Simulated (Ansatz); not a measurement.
# CH3BFN: vertical ionisation energy

An exercise on one series of results from a longer session: the logs are not shown, and one member is left open.

Computed with Ansatz 0.2.0, Gaussian basis. Level: unrestricted cation, the program's frozen cores in correlated methods.

Levels to be run: UKS PBE-D4/def2-TZVPP; UKS r2SCAN-D4/def2-TZVPP; UKS PBE0-D4/def2-TZVPP; UKS B3LYP-D4/def2-TZVPP; UKS wB97X-V/def2-TZVPP; UKS wB97M-V/def2-TZVPP; UKS B2PLYP/def2-TZVPP; UHF-CCSD(T)/def2-TZVPP; UHF-MP2/def2-QZVPP; extrapolation to the limit; then −ε(HOMO) from the neutral's earlier runs with LDA (SPW92), PBE-D4, revPBE-D4, BLYP-D4, r2SCAN-D4, B97M-V, PBE0-D4, B3LYP-D4, r2SCANh-D4, r2SCAN0-D4, HSE06-D4, BHLYP-D4, CAM-B3LYP-D4, LC-ωPBE, ωB97X-V, ωB97M-V.

**The relaxed structure**

All runs share one geometry, relaxed beforehand with PBE0-D4 in a triple-zeta def2 set.

SMILES `BN=CF`, 7 atoms, charge 0, spin multiplicity 1.

Atoms are counted from 1 here; the program's logs count them from 0.

Bond lengths: B1–N2 1.364 Å, B1–H5 1.196 Å, B1–H6 1.196 Å, N2–C3 1.223 Å, C3–F4 1.339 Å, C3–H7 1.088 Å. Angles: N2–B1–H5 118.7°, N2–B1–H6 118.8°, H5–B1–H6 122.5°, B1–N2–C3 178.6°, N2–C3–F4 122.5°, N2–C3–H7 126.7°, F4–C3–H7 110.8°.

Set-up of the first run:

in.yaml reads:

```yaml
crystal:
  periodic: [false, false, false]
  atoms:
    - {symbol: B, position_ang: [-0.480509, 1.089814, 0.570995]}
    - {symbol: N, position_ang: [0.018623, -0.008609, -0.066170]}
    - {symbol: C, position_ang: [0.466851, -1.006940, -0.611614]}
    - {symbol: F, position_ang: [0.739970, -2.132138, 0.060493]}
    - {symbol: H, position_ang: [0.284416, 1.897205, 1.009758]}
    - {symbol: H, position_ang: [-1.666268, 1.214316, 0.659632]}
    - {symbol: H, position_ang: [0.698116, -1.121749, -1.668994]}
basis:
  gaussian: {orbitals: def2-TZVPP}
total_charge: 1
magnetization: {spin_polarized: true, initial_magnetization: 1}
hamiltonian: {xc: pbe, dispersion: d4}
```

Started as:

```sh
$ ansatz run in.yaml --threads 2 --pin off --events-out ev --progress --plain --max-ram 4352MiB
```

Steps of the session up to this table: Cation, UKS PBE-D4/def2-TZVPP; Cation, UKS r2SCAN-D4/def2-TZVPP; Cation, UKS PBE0-D4/def2-TZVPP; Cation, UKS B3LYP-D4/def2-TZVPP; Cation, UKS wB97X-V/def2-TZVPP; Cation, UKS wB97M-V/def2-TZVPP; Cation, UKS B2PLYP (frozen core)/def2-TZVPP; Cation, UHF-CCSD(T)/def2-TZVPP; Cation, UHF-MP2/def2-QZVPP.

One of the session's tables, all rows but one given; the rest of the session is left out.

It belongs to the step «Ionisation energies side by side». Orbital estimates, from the neutral's runs:

| functional | −ε(HOMO) (eV) |
| --- | --- |
| LDA (SPW92) | 7.40 |
| PBE-D4 | ? |
| revPBE-D4 | 7.25 |
| BLYP-D4 | 7.21 |
| r2SCAN-D4 | 7.55 |
| B97M-V | 7.61 |
| PBE0-D4 | 8.61 |
| B3LYP-D4 | 8.42 |
| r2SCANh-D4 | 8.04 |
| r2SCAN0-D4 | 8.78 |
| HSE06-D4 | 8.20 |
| BHLYP-D4 | 9.86 |
| CAM-B3LYP-D4 | 10.00 |
| LC-ωPBE | 11.34 |
| ωB97X-V | 10.97 |
| ωB97M-V | 10.83 |

Q: Estimate the row for PBE-D4 from the others.

The run gave: −ε(HOMO) (eV): 7.29. In the column «−ε(HOMO) (eV)» it lies between revPBE-D4 (7.25) and LDA (SPW92) (7.40).
